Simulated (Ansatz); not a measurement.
BiTe, space group Fm-3m, a projected density of states

Program: the Ansatz DFT code, driven from Python.

Run as a notebook:

In [1]:
```python
import warnings

import ansatz as az
import numpy as np
from pymatgen.core import Lattice, Structure
from pymatgen.io.ase import AseAtomsAdaptor

warnings.simplefilter("ignore", az.DeckWarning)
```

In [2]:
```python
pmg_structure = Structure(
    Lattice([(0.0, 3.235, 3.235), (3.235, 0.0, 3.235), (3.235, 3.235, 0.0)]),
    ["Bi", "Te"],
    [
        (0.0, 0.0, 0.0),
        (0.5, 0.5, 0.5),
    ],
)
bite = az.Crystal.from_ase(AseAtomsAdaptor.get_atoms(pmg_structure))

[site.symbol for site in bite.resolved().sites]
```
Out [2]:
```text
['Bi', 'Te']
```

In [3]:
```python
base = (
    bite.calculation()
    .functional("pbesol")
    .kpoints(6, 6, 6)
    .occupations("fermi_dirac", width=100 * az.meV)
    .scf(tolerance=1e-08)
    .scf(extra_bands=10)
    .density_of_states(projected=True, method="smearing", broadening_width=0.15, energy_step=0.1)  # states per eV and cell
)
def show(event):
    row = event["data"]
    if event["event"] == "scf_iter" and row.get("harris_foulkes_ev") is not None:
        print(f"  iteration {row['iter']:3d}  Harris-Foulkes {row['harris_foulkes_ev']:.5f} eV  residual {row['dr2_ev']:.2e}")
```

In [4]:
```python
done = base.session().plan().execute(on_event=show)
data = done.report
```
```text
  iteration   1  Harris-Foulkes -19143.68284 eV  residual 4.58e-03
  iteration   2  Harris-Foulkes -19143.67995 eV  residual 7.25e-05
  iteration   3  Harris-Foulkes -19143.67992 eV  residual 1.53e-05
  iteration   4  Harris-Foulkes -19143.67992 eV  residual 2.69e-06
  iteration   5  Harris-Foulkes -19143.67997 eV  residual 9.85e-08
  iteration   6  Harris-Foulkes -19143.67997 eV  residual 5.64e-09
```

In [5]:
```python
[(site.symbol, site.position_frac.round(4).tolist()) for site in done.lattice.sites]
```
Out [5]:
```text
[(<Element.BI: 'Bi'>, [0.0, 0.0, 0.0]), (<Element.TE: 'Te'>, [0.5, 0.5, 0.5])]
```

In [6]:
```python
dos = done.density_of_states()
energy = np.asarray(dos.energies_ev) - dos.fermi_ev
curves = {}
for site in done.projected_density_of_states().sites:
    for shell in site.shells:
        weight = sum(np.sum(curve.g_bin_mean_per_ev, axis=0) for curve in shell.curves)
        name = f"{site.species} {shell.label}"
        curves[name] = curves.get(name, 0) + weight
```

In [7]:
```python
print("E-EF   " + " ".join(f"{name:>8s}" for name in curves))
for e in np.arange(-6, 6 + 0.1, 1.0):
    print(f"{e:5.1f}  " + " ".join(f"{np.interp(e, energy, g):8.3f}" for g in curves.values()))
```
```text
E-EF      Bi 6S    Bi 6P    Bi 5D    Te 5S    Te 5P    Te 4D
 -6.0     0.000    0.000    0.000    0.000    0.000    0.000
 -5.0     0.012    0.498    0.000    0.009    0.574    0.000
 -4.0     0.018    0.445    0.001    0.015    0.620    0.000
 -3.0     0.039    0.834    0.002    0.037    1.514    0.000
 -2.0     0.094    0.366    0.003    0.033    1.567    0.000
 -1.0     0.000    0.022    0.000    0.006    0.000    0.000
  0.0     0.014    1.327    0.000    0.074    0.251    0.001
  1.0     0.007    0.356    0.000    0.018    0.168    0.000
  2.0     0.012    0.768    0.000    0.021    0.504    0.000
  3.0     0.002    0.596    0.000    0.013    0.457    0.000
  4.0     0.003    0.640    0.000    0.005    0.534    0.000
  5.0     0.000    0.054    0.000    0.001    0.047    0.000
  6.0     0.000    0.003    0.000    0.000    0.000    0.000
```

Total energies depend on the potentials; only differences at equal settings carry meaning. A total without «per atom» is that of the cell as typed. The mesh is modest for a metal, so energies can be off by several to tens of meV an atom and pressures by half a GPa or more; differences at equal mesh fare better. Spin-orbit coupling, which matters for elements this heavy, is left out. The starting cell is as deposited in a crystallographic database; the results hold for this polymorph, which needn't be the stable one. Curves are summed over the cell's atoms. Only shells that the potentials hold have channels, so projections don't add up to the total, least of all where a shell is missing (p of most metals); heights and places of peaks move with the mesh. The density of states is complete only as far up as bands were computed. It ran for 2.2 s on 1 thread of Arm Neoverse V2, with other jobs on the host, peak memory 0.44 GiB.
